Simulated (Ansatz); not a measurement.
**C₂H₅BS: small, medium and large basis sets**

The task here is to estimate one member of a computed series from the others.

Method: one geometry, several basis sets; program: Ansatz 0.2.0, Gaussian basis.

Levels to be run: PBE0-D4/def2-SVP; ωB97M-V/def2-SVP; PBE0-D4/def2-QZVPP; ωB97M-V/def2-QZVPP; the functionals' def2-TZVPP values are taken from earlier runs.

## Structure used throughout

An earlier PBE0-D4 in a triple-zeta def2 set relaxation fixed the geometry.

SMILES `CBC=S`, 9 atoms, charge 0, spin multiplicity 1.

Atoms are counted from 1 here; the program's logs count them from 0.

Bond lengths: C1–B2 1.567 Å, C1–H5 1.091 Å, C1–H6 1.099 Å, C1–H7 1.093 Å, B2–C3 1.533 Å, B2–H8 1.200 Å, C3–S4 1.621 Å, C3–H9 1.088 Å. Angles: B2–C1–H5 114.4°, B2–C1–H6 107.2°, B2–C1–H7 111.9°, H5–C1–H6 107.7°, H5–C1–H7 109.1°, H6–C1–H7 106.0°, C1–B2–C3 122.9°, C1–B2–H8 120.7°, C3–B2–H8 116.4°, B2–C3–S4 97.1°, B2–C3–H9 138.4°, S4–C3–H9 124.4°.

The first run:

Input file in.yaml:

```yaml
crystal:
  periodic: [false, false, false]
  atoms:
    - {symbol: C, position_ang: [-1.069561, 0.403765, -0.395018]}
    - {symbol: B, position_ang: [0.001122, -0.492380, 0.316433]}
    - {symbol: C, position_ang: [1.457678, -0.055311, 0.506563]}
    - {symbol: S, position_ang: [2.050436, -0.738991, -0.837807]}
    - {symbol: H, position_ang: [-0.656433, 1.254900, -0.938771]}
    - {symbol: H, position_ang: [-1.735837, 0.797119, 0.385405]}
    - {symbol: H, position_ang: [-1.704555, -0.177337, -1.067851]}
    - {symbol: H, position_ang: [-0.305325, -1.550302, 0.793143]}
    - {symbol: H, position_ang: [2.050976, 0.512236, 1.220902]}
basis:
  gaussian: {orbitals: def2-SVP}
hamiltonian: {xc: pbe0, dispersion: d4}
output: {orbitals: {seedname: orbitals}}
```

On the command line:

```console
$ ansatz run in.yaml --threads 2 --pin off --events-out ev --progress --plain --max-ram 4352MiB
```

Steps of the session up to this table: PBE0-D4 in def2-SVP; ωB97M-V in def2-SVP; PBE0-D4 in def2-QZVPP; ωB97M-V in def2-QZVPP.

One table of the session follows, with a row left open; its other results are not shown here.

It belongs to the step «Functionals by basis». 

```
functional       basis  HOMO (eV)  LUMO (eV)
   PBE0-D4    def2-SVP      -6.90      -2.45
   PBE0-D4  def2-TZVPP      -6.96      -2.58
   PBE0-D4  def2-QZVPP          ?          ?
   ωB97M-V    def2-SVP      -9.00      -0.17
   ωB97M-V  def2-TZVPP      -9.09      -0.39
   ωB97M-V  def2-QZVPP      -9.11      -0.45
```

**Question.** Estimate the row for PBE0-D4, def2-QZVPP.

As computed: HOMO (eV): -6.98; LUMO (eV): -2.61. In the column «HOMO (eV)» it lies between ωB97M-V, def2-SVP (-9.00) and PBE0-D4, def2-TZVPP (-6.96).
